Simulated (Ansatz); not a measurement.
# Cl4Ge2H4: the cost of one run

Method: RKS PBE/def2-SVP, in Ansatz 0.2.0.

1 further run of the same task is left out (it didn't finish).

## Step 1: The starting structure

Bond lengths: Ge1–Ge2 2.750 Å, Ge2–H3 1.550 Å, Ge2–H4 1.550 Å, Ge2–H5 1.550 Å, Ge1–Cl6 2.220 Å, Ge1–Cl7 2.218 Å, Ge1–Cl8 2.218 Å, Ge1–Cl9 2.520 Å, Ge2–H10 1.680 Å, Cl9–H10 1.538 Å. Angles (14 of 22 angles, heavy atoms first): Ge2–Ge1–Cl6 109.5°, Ge2–Ge1–Cl7 109.5°, Ge2–Ge1–Cl8 109.5°, Ge2–Ge1–Cl9 71.6°, Cl6–Ge1–Cl7 109.5°, Cl6–Ge1–Cl8 109.5°, Cl6–Ge1–Cl9 67.1°, Cl7–Ge1–Cl8 109.5°, Cl7–Ge1–Cl9 72.9°, Cl8–Ge1–Cl9 176.5°, Ge1–Ge2–H3 109.5°, Ge1–Ge2–H4 109.5°, Ge1–Ge2–H5 109.5°, Ge1–Ge2–H10 66.2°.

Coordinates:

```xyz
10

Ge    0.0000    0.0000    0.0000
Ge    0.0000    0.0000    2.7500
H    -1.3958   -0.4318    3.2674
H     1.0719   -0.9929    3.2674
H     0.3240    1.4247    3.2674
Cl    2.0935    0.0000   -0.7393
Cl   -1.0456    1.8115   -0.7393
Cl   -1.0456   -1.8115   -0.7393
Cl    1.3216    1.9931    0.7946
H     0.8497    1.2813    2.0735
```

## Step 2: Pulling towards end A

Springs on the bonds that form and break draw the guess towards this end; the thresholds are loose.

Input file input.yaml:

```yaml
crystal:
  periodic: [false, false, false]
  atoms:
    - { symbol: Ge, position_ang: [0.0, 0.0, 0.0] }
    - { symbol: Ge, position_ang: [0.0, 0.0, 2.75] }
    - { symbol: H, position_ang: [-1.3958, -0.4318, 3.2674] }
    - { symbol: H, position_ang: [1.0719, -0.9929, 3.2674] }
    - { symbol: H, position_ang: [0.324, 1.4247, 3.2674] }
    - { symbol: Cl, position_ang: [2.0935, 0.0, -0.7393] }
    - { symbol: Cl, position_ang: [-1.0456, 1.8115, -0.7393] }
    - { symbol: Cl, position_ang: [-1.0456, -1.8115, -0.7393] }
    - { symbol: Cl, position_ang: [1.3216, 1.9931, 0.7946] }
    - { symbol: H, position_ang: [0.8497, 1.2813, 2.0735] }
basis:
  gaussian: { orbitals: def2-SVP }
hamiltonian:
  xc: pbe
relax:
  f_tol: 0.15
  max_steps: 25
  restrain:
    - { distance: [0, 8], at: 3.42, k: 30.0 }
    - { distance: [9, 1], at: 2.75, k: 30.0 }
    - { distance: [0, 1], at: 2.4, k: 30.0 }
    - { distance: [9, 8], at: 1.37, k: 30.0 }
```

Run with:

```bash
> ansatz run input.yaml --threads 4 --pin off --max-ram 5120MiB --backend cpu --events-out ev --progress --plain --runs-dir out
```

Q: Estimate wall time and peak memory on 4 threads of Arm Neoverse V1, shared host.

About 28 s, with a peak of 0.27 GiB.
